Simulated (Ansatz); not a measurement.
# CH₈SiSn: basis-set convergence

How large a basis does CH₈SiSn need? Two functionals are run in growing sets.

Program: Ansatz 0.2.0, Gaussian basis. Level of theory: one geometry, several basis sets. These are calculated values, not measurements.

The runs, in order: PBE0-D4/def2-SVP; ωB97M-V/def2-SVP; PBE0-D4/def2-QZVPP; ωB97M-V/def2-QZVPP; the functionals' def2-TZVPP values are taken from earlier runs.

## (1) The relaxed structure

An earlier PBE0-D4 in a triple-zeta def2 set relaxation fixed the geometry. Sn takes the def2 core potential; no spin-orbit term is included.

SMILES `C[SiH2][SnH3]`, 11 atoms, charge 0, spin multiplicity 1.

Atoms are counted from 1 here; the program's logs count them from 0.

Bond lengths: C1–Si2 1.876 Å, C1–H4 1.092 Å, C1–H5 1.092 Å, C1–H6 1.092 Å, Si2–Sn3 2.563 Å, Si2–H7 1.490 Å, Si2–H8 1.490 Å, Sn3–H9 1.711 Å, Sn3–H10 1.711 Å, Sn3–H11 1.708 Å. Angles: Si2–C1–H4 110.5°, Si2–C1–H5 110.8°, Si2–C1–H6 110.8°, H4–C1–H5 108.2°, H4–C1–H6 108.2°, H5–C1–H6 108.1°, C1–Si2–Sn3 111.5°, C1–Si2–H7 110.3°, C1–Si2–H8 110.3°, Sn3–Si2–H7 108.6°, Sn3–Si2–H8 108.6°, H7–Si2–H8 107.5°, Si2–Sn3–H9 111.0°, Si2–Sn3–H10 111.0°, Si2–Sn3–H11 111.9°, H9–Sn3–H10 107.3°, H9–Sn3–H11 107.7°, H10–Sn3–H11 107.7°.

## (2) PBE0-D4 in def2-SVP

Input file in.yaml:

```yaml
crystal:
  periodic: [false, false, false]
  atoms:
    - {symbol: C, position_ang: [-0.991762, 1.436534, -0.484856]}
    - {symbol: Si, position_ang: [-0.442014, -0.336358, -0.758633]}
    - {symbol: Sn, position_ang: [1.253472, -1.077861, 1.014974]}
    - {symbol: H, position_ang: [-1.712789, 1.736663, -1.248743]}
    - {symbol: H, position_ang: [-0.140212, 2.118573, -0.532264]}
    - {symbol: H, position_ang: [-1.463672, 1.549686, 0.493445]}
    - {symbol: H, position_ang: [0.183389, -0.482017, -2.102767]}
    - {symbol: H, position_ang: [-1.613901, -1.254597, -0.708102]}
    - {symbol: H, position_ang: [0.587008, -0.966008, 2.586543]}
    - {symbol: H, position_ang: [2.648560, -0.088321, 0.982444]}
    - {symbol: H, position_ang: [1.757220, -2.693192, 0.778560]}
basis:
  gaussian: {orbitals: def2-SVP}
hamiltonian: {xc: pbe0, dispersion: d4}
output: {orbitals: {seedname: orbitals}}
```

The runs that follow: ωB97M-V in def2-SVP; PBE0-D4 in def2-QZVPP; ωB97M-V in def2-QZVPP.

Q: Predict the results of all the runs planned. Wanted: PBE0-D4: double and triple zeta above quadruple; ωB97M-V: double and triple zeta above quadruple.

**Answer**, as computed:

| quantity | value |
| --- | --- |
| PBE0-D4: double and triple zeta above quadruple | 4.65, 0.39 eV |
| ωB97M-V: double and triple zeta above quadruple | 4.83, 0.38 eV |

PBE0-D4 gains 4.26 eV from double to triple zeta, then 0.39 eV more. These are total energies; as a rule much of such shifts cancels in differences, which this series doesn't test. The LUMO of ωB97M-V is positive and keeps falling with the basis (2.00 to 1.09 eV): an unbound level that the basis holds in place.
